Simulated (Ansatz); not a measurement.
ZnBi3:

```
Bi Zn
1.0
     4.87316    0.00000    0.00000
     0.00000    4.87316    0.00000
     0.00000    0.00000    4.87316
Bi Zn
3 1
Direct
  0.50000 0.50000 0.00000
  0.50000 0.00000 0.50000
  0.00000 0.50000 0.50000
  0.00000 0.00000 0.00000
```

The cell comes from a database or a generator and needn't be the stable form of this composition.

```yaml
Program: Ansatz 0.2.0
Task: single point
Functional: PBE
Potentials_or_basis: Ansatz PAW
Cutoff: "420 eV (not typed: the program's choice for these potentials)"
k_mesh: 6 × 6 × 6
Occupations: fermi-dirac, width 0.05 eV
Spin: no spin polarisation
```

On this cell: pressure 0.0 GPa; largest force zero by symmetry; band gap on the k mesh none (metal or under the smearing width).

The same run follows on a disturbed copy (atoms moved at random, drawn with an rms of 0.05 Å):

```xyz
4
Lattice="4.8732 0.0000 0.0000 0.0000 4.8732 0.0000 0.0000 0.0000 4.8732" Properties=species:S:1:pos:R:3 pbc="T T T"
Bi    2.4428    2.4533    0.0378
Bi    2.4472   -0.0484    2.4582
Bi   -0.0449    2.4520    2.4345
Zn   -0.0043    0.0063   -0.0150
```

Task: What changes?

Result: The energy (extrapolated to zero smearing) moves by +2.5 meV/atom; pressure 0.1 GPa; largest force 0.186 eV/Å; band gap on the k mesh none (metal or under the smearing width).

Forces in eV/Å, atoms in the order of the input:
```
Bi  -0.084 -0.097 -0.058
Bi  -0.082  0.163  0.040
Bi   0.138 -0.099  0.022
Zn   0.029  0.033 -0.003
```

Caveats: spin-orbit coupling is left out, which moves the levels of the heavy elements.
